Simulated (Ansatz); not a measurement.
**H₇NOSi (built from SMILES N[SiH2]O.[H][H]): search for a transition state**

Aim: find the saddle point of a four-centre ligand exchange that is to form Si1–H7, N2–H6 and break Si1–N2, H6–H7, prove it by its vibrations, and relax downhill on both sides to see what it joins.

Method: PBE0-D4, def2-SVP first, then def2-TZVP; program: Ansatz 0.2.0, Gaussian basis.

31 further runs of the same task are left out: 31 set aside as unsound or not needed.

## (1) The system as given

The guess: 10 atoms, charge 0, spin multiplicity 1.

Atoms are counted from 1 here; the program's logs count them from 0.

Bond lengths: Si1–H3 1.468 Å, Si1–H4 1.456 Å, Si1–O5 1.620 Å, N2–H8 1.009 Å, N2–H9 1.013 Å, O5–H10 0.954 Å. Angles: H3–Si1–H4 105.2°, H3–Si1–O5 96.6°, H4–Si1–O5 121.2°, H8–N2–H9 107.4°, Si1–O5–H10 121.6°.

As a file:

```xyz
10

Si   -0.8074   -0.2511    0.0337
N     1.3046   -0.4321    0.1090
H    -1.0256   -1.5052   -0.6979
H    -1.6544   -0.3450    1.2138
O    -1.1790    0.7441   -1.1890
H     0.9718    0.7108    0.7385
H     0.1005    1.1040    0.9661
H     1.6158   -1.1843    0.7060
H     1.7825   -0.5323   -0.7788
H    -1.1090    1.6910   -1.1014
```

Distances that are to change: Si1–H7 1.88 Å, N2–H6 1.35 Å, Si1–N2 2.12 Å, H6–H7 0.98 Å.

## (2) Relaxing the guess with the reacting distances held

hold/in.yaml reads:

```yaml
crystal:
  periodic: [false, false, false]
  atoms:
    - {symbol: Si, position_ang: [-0.807400, -0.251100, 0.033700]}
    - {symbol: N, position_ang: [1.304600, -0.432100, 0.109000]}
    - {symbol: H, position_ang: [-1.025600, -1.505200, -0.697900]}
    - {symbol: H, position_ang: [-1.654400, -0.345000, 1.213800]}
    - {symbol: O, position_ang: [-1.179000, 0.744100, -1.189000]}
    - {symbol: H, position_ang: [0.971800, 0.710800, 0.738500]}
    - {symbol: H, position_ang: [0.100500, 1.104000, 0.966100]}
    - {symbol: H, position_ang: [1.615800, -1.184300, 0.706000]}
    - {symbol: H, position_ang: [1.782500, -0.532300, -0.778800]}
    - {symbol: H, position_ang: [-1.109000, 1.691000, -1.101400]}
basis:
  gaussian: {orbitals: def2-SVP}
hamiltonian: {xc: pbe0, dispersion: d4}
relax: {f_tol: 0.08, max_steps: 120, escape_saddle: false, constraints: [{distance: [0, 6]}, {distance: [1, 5]}, {distance: [0, 1]}, {distance: [5, 6]}]}
```

No record of the launch command was kept for these runs.

Further steps of the session: Saddle search in the small basis; Saddle search in triple zeta; Vibrations at the point found; Relaxing after a step of 0.30 Å one way along the mode; Relaxing after a step of 0.30 Å the other way along the mode.

**Question.** What will these runs give? Wanted: imaginary mode; barrier from the start side; barrier from the end side; energy of the step; pairs that change; zero-point energy at the saddle.

**Answer**, as computed:

| quantity | value |
| --- | --- |
| imaginary mode | 1293i cm⁻¹ |
| barrier from the start side | 43.8 kcal/mol |
| barrier from the end side | 36.9 kcal/mol |
| energy of the step | +6.9 kcal/mol |
| pairs that change | Si1–H7 formed, N2–H6 formed, Si1–N2 broken, H6–H7 broken |
| zero-point energy at the saddle | 1.971 eV |

What this shows: One imaginary mode, 1293i cm⁻¹, makes this a first-order saddle. The two relaxations end on the structures that were planned. At PBE0-D4/def2-TZVP the electronic barrier is 43.8 kcal/mol, about 74 kT at 298 K, and the step runs 6.9 kcal/mol uphill. The barrier is thin enough for tunnelling; the leading (Wigner) term alone is a factor of 2.6 at 298 K. A step off the saddle overshot and began above it in energy, so the link to its end is likely but not proven.
